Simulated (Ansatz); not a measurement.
**Br2GeH3N: small, medium and large basis sets**

How large a basis does Br2GeH3N need? Two functionals are run in growing sets.

The runs use Ansatz 0.2.0, Gaussian basis; one geometry, several basis sets.

Levels to be run: PBE0-D4/def2-SVP; ωB97M-V/def2-SVP; PBE0-D4/def2-QZVPP; ωB97M-V/def2-QZVPP; the functionals' def2-TZVPP values are taken from earlier runs.

## 1. Structure used throughout

An earlier PBE0-D4 in a triple-zeta def2 set relaxation fixed the geometry.

SMILES `[NH2][GeH]([Br])[Br]`, 7 atoms, charge 0, spin multiplicity 1.

Atoms are counted from 1 here; the program's logs count them from 0.

Bond lengths: N1–Ge2 1.814 Å, N1–H5 1.011 Å, N1–H6 1.012 Å, Ge2–Br3 2.291 Å, Ge2–Br4 2.316 Å, Ge2–H7 1.528 Å. Angles: Ge2–N1–H5 113.6°, Ge2–N1–H6 114.2°, H5–N1–H6 109.2°, N1–Ge2–Br3 106.0°, N1–Ge2–Br4 113.6°, N1–Ge2–H7 111.6°, Br3–Ge2–Br4 107.8°, Br3–Ge2–H7 110.8°, Br4–Ge2–H7 107.0°.

Geometry (Å):

```
N    -0.31023    1.15482    0.27518
Ge    0.43421   -0.43405   -0.18430
Br    0.93599   -1.49014    1.78557
Br   -0.98804   -1.81294   -1.38421
H    -1.01362    1.07928    0.99787
H    -0.68806    1.67712   -0.50474
H     1.69096   -0.24209   -1.03107
```

## 2. PBE0-D4 in def2-SVP

in.yaml

```yaml
crystal:
  periodic: [false, false, false]
  atoms:
    - {symbol: N, position_ang: [-0.310231, 1.154816, 0.275177]}
    - {symbol: Ge, position_ang: [0.434205, -0.434049, -0.184296]}
    - {symbol: Br, position_ang: [0.935986, -1.490142, 1.785569]}
    - {symbol: Br, position_ang: [-0.988039, -1.812937, -1.384211]}
    - {symbol: H, position_ang: [-1.013622, 1.079281, 0.997870]}
    - {symbol: H, position_ang: [-0.688058, 1.677118, -0.504737]}
    - {symbol: H, position_ang: [1.690957, -0.242088, -1.031072]}
basis:
  gaussian: {orbitals: def2-SVP}
hamiltonian: {xc: pbe0, dispersion: d4}
output: {orbitals: {seedname: orbitals}}
```

Command:

```bash
ansatz run in.yaml --threads 4 --pin off --events-out ev --progress --plain --max-ram 10444MiB
```

The runs that follow: ωB97M-V in def2-SVP; PBE0-D4 in def2-QZVPP; ωB97M-V in def2-QZVPP.

**Question.** What will the summary of the whole plan be? Wanted: PBE0-D4: double and triple zeta above quadruple; ωB97M-V: double and triple zeta above quadruple.

As calculated:

| quantity | value |
| --- | --- |
| PBE0-D4: double and triple zeta above quadruple | 30.25, 4.18 eV |
| ωB97M-V: double and triple zeta above quadruple | 30.06, 4.04 eV |

What this shows: PBE0-D4 gains 26.07 eV from double to triple zeta, then 4.18 eV more. Total energies overstate the basis error of differences, where much of it tends to cancel. The LUMO of ωB97M-V is positive and keeps falling with the basis (1.25 to 0.74 eV): an unbound level that the basis holds in place.
